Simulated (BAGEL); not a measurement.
# A workflow on BGeH3Cl2 (SMILES Cl[B](Cl)[GeH3])

We compute a single-point energy (HF/def2-SVP), then the energy (NEVPT2(2,2)/def2-SVP) of BGeH3Cl2. 

Program for the calculation: BAGEL 1.2.2.

2 further runs of the same task are left out: 2 set aside as unsound or not needed.

## 1. Starting point

The species is BGeH3Cl2 (7 atoms), meant as a singlet with charge 0. As SMILES, `Cl[B](Cl)[GeH3]`. The B2–Cl3 distance was set to 2.789 Å, away from the relaxed value. At this shape a bond of the SMILES string is far longer than usual.

Bond lengths: Cl1–B2 1.741 Å, B2–Ge4 2.068 Å, Ge4–H5 1.538 Å, Ge4–H6 1.538 Å, Ge4–H7 1.535 Å. Angles: Cl1–B2–Ge4 121.7°, B2–Ge4–H5 109.4°, B2–Ge4–H6 109.3°, B2–Ge4–H7 111.8°, H5–Ge4–H6 107.9°, H5–Ge4–H7 109.2°, H6–Ge4–H7 109.2°. A long bond or contact: B2–Cl3 2.789 Å.

## 2. A single-point energy at HF/def2-SVP (density fitting with svp-jkfit) (run 1)

Input file input.json:

```json
{ "bagel": [

{
  "title": "molecule",
  "basis": "svp",
  "df_basis": "svp-jkfit",
  "angstrom": "true",
  "geometry": [
    { "atom": "Cl", "xyz": [    2.522749,   -0.726288,    1.152782 ] },
    { "atom": "B", "xyz": [    0.979649,   -0.319988,    0.455582 ] },
    { "atom": "Cl", "xyz": [   -1.082400,   -2.191800,    0.604700 ] },
    { "atom": "Ge", "xyz": [    0.650149,    1.500412,   -0.468118 ] },
    { "atom": "H", "xyz": [    0.217049,    1.262512,   -1.924218 ] },
    { "atom": "H", "xyz": [   -0.492851,    2.236212,    0.250782 ] },
    { "atom": "H", "xyz": [    1.906549,    2.382412,   -0.452618 ] }
  ]
},
{ "title": "hf" },
{ "title": "print", "file": "orbitals.molden", "orbitals": "true" }

]}
```

Launch:

```console
$ BAGEL_NUM_THREADS=1 BAGEL input.json > input.out
```

What it wrote:

```text
* using 1 threads per process

  ===============================================================
  ===============================================================

  *** Geometry ***

  { "atom" : "Cl", "xyz" : [      4.767305,     -1.372485,      2.178442 ] },
  { "atom" : "B", "xyz" : [      1.851268,     -0.604690,      0.860925 ] },
  { "atom" : "Cl", "xyz" : [     -2.045440,     -4.141902,      1.142717 ] },
  { "atom" : "Ge", "xyz" : [      1.228604,      2.835368,     -0.884615 ] },
  { "atom" : "H", "xyz" : [      0.410163,      2.385802,     -3.636245 ] },
  { "atom" : "H", "xyz" : [     -0.931353,      4.225828,      0.473909 ] },
  { "atom" : "H", "xyz" : [      3.602855,      4.502106,     -0.855324 ] },

  Number of auxiliary basis functions:      651

  Since a DF basis is specified, we compute 2- and 3-index integrals:
    o Being stored without compression. Storage requirement is 0.049 GB

  Number of basis functions:       97
  Number of electrons      :       74

    * METHOD: MOLECULE                             0.74

  *** RHF ***

  === Nuclear Repulsion ===
   325.2042840813

      * DIIS with orbital gradients will be used.

  === RHF iteration (svp) ===
      0      -3020.04634629          0.00818775           0.30
      1      -3020.13716538          0.00488556           0.28
      2      -3020.16578085          0.00135181           0.28
      3      -3020.16907269          0.00032514           0.28
      4      -3020.16936466          0.00012441           0.28
      5      -3020.16942334          0.00004049           0.28
      6      -3020.16942920          0.00001318           0.28
      7      -3020.16942975          0.00000425           0.28
      8      -3020.16942980          0.00000136           0.28
      9      -3020.16942980          0.00000056           0.29
     10      -3020.16942980          0.00000019           0.28
     11      -3020.16942980          0.00000007           0.28
     12      -3020.16942980          0.00000003           0.28
     13      -3020.16942980          0.00000001           0.28
     14      -3020.16942980          0.00000001           0.28
    * SCF iteration converged.

    * Permanent dipole moment:
           (   -1.732625,    -1.869931,     0.258534) a.u.

    * METHOD: HF                                   4.83

    * METHOD: PRINT                                0.05

  ===============================================================
```

Wall time 6 s (1 thread of Arm Neoverse N1, shared host); peak memory 0.2 GiB.

## 3. The energy at NEVPT2(2,2)/def2-SVP (density fitting with svp-jkfit) (run 2)

Input file job.json:

```json
{ "bagel" : [

{
  "title" : "molecule",
  "basis" : "svp",
  "df_basis" : "svp-jkfit",
  "angstrom" : true,
  "geometry" : [
    { "atom" : "Cl", "xyz" : [    2.522749,   -0.726288,    1.152782 ] },
    { "atom" : "B", "xyz" : [    0.979649,   -0.319988,    0.455582 ] },
    { "atom" : "Cl", "xyz" : [   -1.082400,   -2.191800,    0.604700 ] },
    { "atom" : "Ge", "xyz" : [    0.650149,    1.500412,   -0.468118 ] },
    { "atom" : "H", "xyz" : [    0.217049,    1.262512,   -1.924218 ] },
    { "atom" : "H", "xyz" : [   -0.492851,    2.236212,    0.250782 ] },
    { "atom" : "H", "xyz" : [    1.906549,    2.382412,   -0.452618 ] }
  ]
},
{ "title" : "hf" },
{ "title" : "casscf", "nstate" : 1, "nact" : 2, "nclosed" : 36, "active" : [37, 39], "maxiter" : 200, "natocc" : true },
{ "title" : "nevpt2", "nstate" : 1, "nact" : 2, "nclosed" : 36, "active" : [37, 39], "maxiter" : 200, "natocc" : true, "ncore" : 20 },
{ "title" : "print", "file" : "orbitals.molden", "orbitals" : true }

]}
```

Launch:

```console
$ BAGEL_NUM_THREADS=1 BAGEL job.json > job.out
```

What it wrote:

```text
* using 1 threads per process

  ===============================================================
  ===============================================================

  *** Geometry ***

  { "atom" : "Cl", "xyz" : [      4.767305,     -1.372485,      2.178442 ] },
  { "atom" : "B", "xyz" : [      1.851268,     -0.604690,      0.860925 ] },
  { "atom" : "Cl", "xyz" : [     -2.045440,     -4.141902,      1.142717 ] },
  { "atom" : "Ge", "xyz" : [      1.228604,      2.835368,     -0.884615 ] },
  { "atom" : "H", "xyz" : [      0.410163,      2.385802,     -3.636245 ] },
  { "atom" : "H", "xyz" : [     -0.931353,      4.225828,      0.473909 ] },
  { "atom" : "H", "xyz" : [      3.602855,      4.502106,     -0.855324 ] },

  Number of auxiliary basis functions:      651

  Since a DF basis is specified, we compute 2- and 3-index integrals:
    o Being stored without compression. Storage requirement is 0.049 GB

  Number of basis functions:       97
  Number of electrons      :       74

    * METHOD: MOLECULE                             0.75

  *** RHF ***

  === Nuclear Repulsion ===
   325.2042840813

      * DIIS with orbital gradients will be used.

  === RHF iteration (svp) ===
      0      -3020.04634629          0.00818775           0.30
      1      -3020.13716538          0.00488556           0.29
      2      -3020.16578085          0.00135181           0.29
      3      -3020.16907269          0.00032514           0.29
      4      -3020.16936466          0.00012441           0.28
      5      -3020.16942334          0.00004049           0.29
      6      -3020.16942920          0.00001318           0.29
      7      -3020.16942975          0.00000425           0.29
      8      -3020.16942980          0.00000136           0.28
      9      -3020.16942980          0.00000056           0.29
     10      -3020.16942980          0.00000019           0.28
     11      -3020.16942980          0.00000007           0.29
     12      -3020.16942980          0.00000003           0.29
     13      -3020.16942980          0.00000001           0.29
     14      -3020.16942980          0.00000001           0.29
    * SCF iteration converged.

    * Permanent dipole moment:
           (   -1.732625,    -1.869931,     0.258534) a.u.

    * METHOD: HF                                   4.87

  ---------------------------
      CASSCF calculation
  ---------------------------

    ==== Active orbitals : =====
         Orbital 37
         Orbital 39
    ============================

    * nstate   :      1
    * nclosed  :     36
    * nact     :      2
    * nvirt    :     59
  === CASSCF iteration (svp) ===

    * Using the second-order algorithm

      0  0     -3020.18318142     2.37e-03      0.07

      1  0     -3020.19452944     1.06e-03      1.47

      2  0     -3020.19772119     8.32e-04      1.42

      3  0     -3020.19814814     4.12e-04      1.52

      4  0     -3020.19822365     1.79e-04      1.57

      5  0     -3020.19823716     7.53e-05      1.61

      6  0     -3020.19823952     3.14e-05      1.58

      7  0     -3020.19823993     1.30e-05      1.62

      8  0     -3020.19824000     5.40e-06      1.58

      9  0     -3020.19824001     2.24e-06      1.61

     10  0     -3020.19824001     9.26e-07      1.58

     11  0     -3020.19824001     3.84e-07      1.54

     12  0     -3020.19824001     1.59e-07      1.43

     13  0     -3020.19824001     6.58e-08      1.39

     14  0     -3020.19824001     2.73e-08      1.28

     15  0     -3020.19824001     1.13e-08      1.25

     16  0     -3020.19824001     4.67e-09      1.13

    * Second-order optimization converged. *

     guess   0:   closed 1.                   open ..

  === FCI iteration ===

      0  0     -3020.16151672     6.89e-02      0.00
      1  0     -3020.19261562     1.98e-02      0.00
      2  0 *   -3020.19824001     5.54e-16      0.00

     * ci vector, state   0, <S^2> = 0.0000
       2.     0.9638330823
       .2    -0.2665066407

    * METHOD: CASSCF                              24.27

    * freezing 20 orbitals

  === DF-NEVPT2 calculation ===

    * 3-index integral transformation done
    * assembly done

      NEVPT2 correlation energy:   -0.5573789149      0.38

          (+0)     -0.4697847576
          (+0)'    -0.0224363718
          (+1)     -0.0193187012
          (+1)'    -0.0000000000
          (+2)     -0.0008578199
          (-1)     -0.0418725214
          (-1)'     0.0000000000
          (-2)     -0.0031087429

      NEVPT2 total energy:       -3020.7556189250

    * METHOD: NEVPT2                               0.84

    * METHOD: PRINT                                0.04

  ===============================================================
```

Wall time 31 s (1 thread of Arm Neoverse N1, shared host); peak memory 0.21 GiB.

## 4. Summary of results

| quantity | value |
| --- | --- |
| run 1, HF/def2-SVP: total energy | -3020.16943 Eh |
| run 1, HF/def2-SVP: dipole moment | 6.51 D |
| run 1, HF/def2-SVP: HOMO energy | -10.12 eV |
| run 1, HF/def2-SVP: LUMO energy | 0.11 eV |
| run 1, HF/def2-SVP: HOMO–LUMO gap | 10.23 eV |
| run 2, NEVPT2(2,2)/def2-SVP: total energy | -3020.75562 Eh |
